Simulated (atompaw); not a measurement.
**Gallium: generating and testing a PAW (atompaw) potential**

Aim: build the potential from the settings below, then test how well it stands in for the atom: scattering, ghost states and the plane-wave cutoff that it needs.

Method: atompaw 4.2.0.5, PBEsol, scalar-relativistic.

## Step 1: Starting point

Typed settings, in words:

```
element                 : gallium (Ga, Z = 31)
type                    : PAW
frozen core             : [Ar]
valence charge          : 13
reference configuration : 3d10 4s1.75 4p1.25
partial waves           : 4s (bound): rc 1.55 bohr; 4s channel at 2.05 Ry: rc 2.45 bohr; 4p (bound): rc 2.45 bohr; 4p channel at 4.4 Ry: rc 2.45 bohr; 3d (bound): rc 1.60 bohr; 3d channel at 0.15 Ry: rc 1.60 bohr
local potential         : troulliermartins scheme with l = 3 at 0.5 Ry, radius 1.65 bohr
core correction         : smooth core density matched at 2.10 bohr
augmentation charge     : besselshape compensation charge, radius 1.75 bohr; PAW radius 2.45 bohr; waves and projectors: custom polynom2 7 10 vanderbiltortho
```

An earlier all-electron run gives the scale for the radii.

All-electron outer shells of the reference configuration (PBEsol, scalar-relativistic, ld1.x):

```csv
shell,level (eV),outermost node (bohr),outermost maximum (bohr)
3s,-148.28,0.27,0.56
3p,-99.19,0.24,0.56
3d,-19.65,–,0.53
4s,-9.25,0.81,1.90
4p,-2.78,0.87,2.50
```

## Step 2: Generating the potential

Contents of Ga.input:

```
Ga 31
GGA-PBESOL scalarrelativistic loggrid 1500 logderivrange -3 5 201
4 4 3 0 0 0
4 0 1.75
4 1 1.25
0 0 0
c
c
c
v
c
c
v
v
2
2.45 1.75 1.65 2.10
y
2.05
n
y
4.4
n
y
0.15
n
custom polynom2 7 10 vanderbiltortho besselshape
3 0.5 troulliermartins
1.55
2.45
2.45
2.45
1.60
1.60
PWSCFOUT
UPFDX 0.0125d0 UPFXMIN -7.d0 UPFZMESH 31.d0
END
```

Started as:

```
atompaw < Ga.input > Ga.log
```

What does the calculation give? Wanted: cutoffs for 10 and 1 mRy, occupied levels; bound ghosts; largest phase difference near zero energy, channels read; lowest eigenvalue of the overlap; share of valence orbitals outside the PAW sphere; UPF file.

**Answer**, as computed:

```
                                                quantity                     value
               cutoffs for 10 and 1 mRy, occupied levels         140 Ry and 300 Ry
                                            bound ghosts                none found
largest phase difference near zero energy, channels read                 0.005 rad
         lowest eigenvalue of the overlap (Bessel basis)                 0.549 (s)
        share of valence orbitals outside the PAW sphere  4s 38 %, 4p 69 %, 3d 1 %
                                                UPF file                   written
```

In words: It counts as very hard, with 140 Ry needed at the looser tolerance. The slowest occupied level is 3d: taken alone it needs 140 Ry to come within 1 mRy, against 18 Ry for 4s. It is free of bound ghosts as far as tested. Near zero energy the phases of the channels with partial waves agree within 0.005 rad. The pseudo curves have a pole with no partner nearby in the atom's: s at 1.98 Ry. At positive energy that is a spurious or a displaced resonance. These are tests on the free atom; a crystal test is still owed.
